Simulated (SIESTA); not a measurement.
Wanted: the native input for a SIESTA 5.4.2 run.

| Property | Result |
| --- | --- |
| Task | single point |
| Functional | PBEsol |
| Potentials or basis | PseudoDojo 0.4 standard (PBEsol files) |
| Basis | DZP (energy shift 0.003 Ry; two zetas on semicore shells) |
| Grid cutoff | 800 Ry |
| Energy shift | 0.003 Ry |
| k mesh | 6 × 6 × 2 |
| Occupations | fermi-dirac, width 0.05 eV |
| Spin | no spin polarisation |

Crystal: Mg4Te3Se.

```
Te Se Mg
1.0
     4.48738    0.00000    0.00000
     0.00000    4.48738    0.00000
     0.00000    0.00000   12.63803
Te Se Mg
3 1 4
Direct
  0.50984 0.50329 0.73834
  0.99351 0.99498 0.00233
  0.49540 0.52131 0.26038
  0.99100 0.00414 0.50002
  0.00676 0.50254 0.86818
  0.50299 0.00705 0.12829
  0.99203 0.50714 0.39202
  0.49462 0.00073 0.61033
```

The cell comes from a database or a generator and needn't be the stable form of this composition.

The cell isn't the ideal one: atoms moved at random, drawn with an rms of 0.05 Å.

One way to write it, as run:

Mg4Te3Se.fdf

```
SystemName                      Mg4Te3Se
SystemLabel                     Mg4Te3Se
NumberOfSpecies                 3
NumberOfAtoms                   8
%block ChemicalSpeciesLabel
  1  52 Te
  2  34 Se
  3  12 Mg
%endblock ChemicalSpeciesLabel

LatticeConstant                 1.0 Ang
%block LatticeVectors
     4.4873791700     0.0000000000     0.0000000000
     0.0000000000     4.4873791700     0.0000000000
     0.0000000000     0.0000000000    12.6380314500
%endblock LatticeVectors
AtomicCoordinatesFormat         Fractional
%block AtomicCoordinatesAndAtomicSpecies
     0.5098360000     0.5032910000     0.7383400000  1  Te
    -0.0064900000    -0.0050240000     0.0023330000  1  Te
     0.4953990000     0.5213080000     0.2603830000  1  Te
    -0.0090020000     0.0041430000     0.5000230000  2  Se
     0.0067570000     0.5025400000     0.8681840000  3  Mg
     0.5029910000     0.0070510000     0.1282850000  3  Mg
    -0.0079660000     0.5071430000     0.3920150000  3  Mg
     0.4946180000     0.0007310000     0.6103270000  3  Mg
%endblock AtomicCoordinatesAndAtomicSpecies

%block kgrid.MonkhorstPack
    6   0   0  0.0
    0   6   0  0.0
    0   0   2  0.0
%endblock kgrid.MonkhorstPack
XC.Functional                   GGA
XC.Authors                      PBEsol
PAO.BasisSize                   DZP
PAO.EnergyShift                 0.003 Ry
Mesh.Cutoff                     800 Ry
OccupationFunction              FD
ElectronicTemperature           0.05 eV
MaxSCFIterations                120
SCF.MustConverge                false
SCF.Mixer.Method                Pulay
SCF.Mixer.Weight                0.25
SCF.Mixer.History               8
SCF.DM.Tolerance                5.0e-05
SCF.H.Tolerance                 1.0e-03 eV
WriteForces                     true
Charge.Mulliken                 end
%block PAO.Basis
  Te 4
  n=5 0 2
    5.613 0.000
  n=5 1 2
    7.253 0.000
  n=4 2 2
    3.260 0.000
  n=5 2 1
    7.253
  Se 4
  n=4 0 2
    5.129 0.000
  n=4 1 2
    6.708 0.000
  n=3 2 2
    2.662 0.000
  n=4 2 1
    6.708
  Mg 4
  n=2 0 2
    2.604 0.000
  n=3 0 2
    8.229 0.000
  n=2 1 2
    2.943 0.000
  n=3 1 1
    8.229
%endblock PAO.Basis
```

Potentials or basis: PseudoDojo 0.4 standard (PBEsol files), DZP (energy shift 0.003 Ry; two zetas on semicore shells).

Command:

```sh
$ siesta < Mg4Te3Se.fdf > Mg4Te3Se.out 2>&1
```

It gave:

```json
{
 "Pressure": "0.2 GPa",
 "Largest force": "0.487 eV/Å",
 "Band gap on the k mesh": "2.05 eV, direct"
}
```

Caveat: spin-orbit coupling is left out, which moves the levels of the heavy elements; the basis of atomic orbitals isn't converged, which shifts pressures, moduli and gaps.

Run time: 85 s on 1 thread of Arm Neoverse V2, on a shared host, peak memory 0.69 GiB.
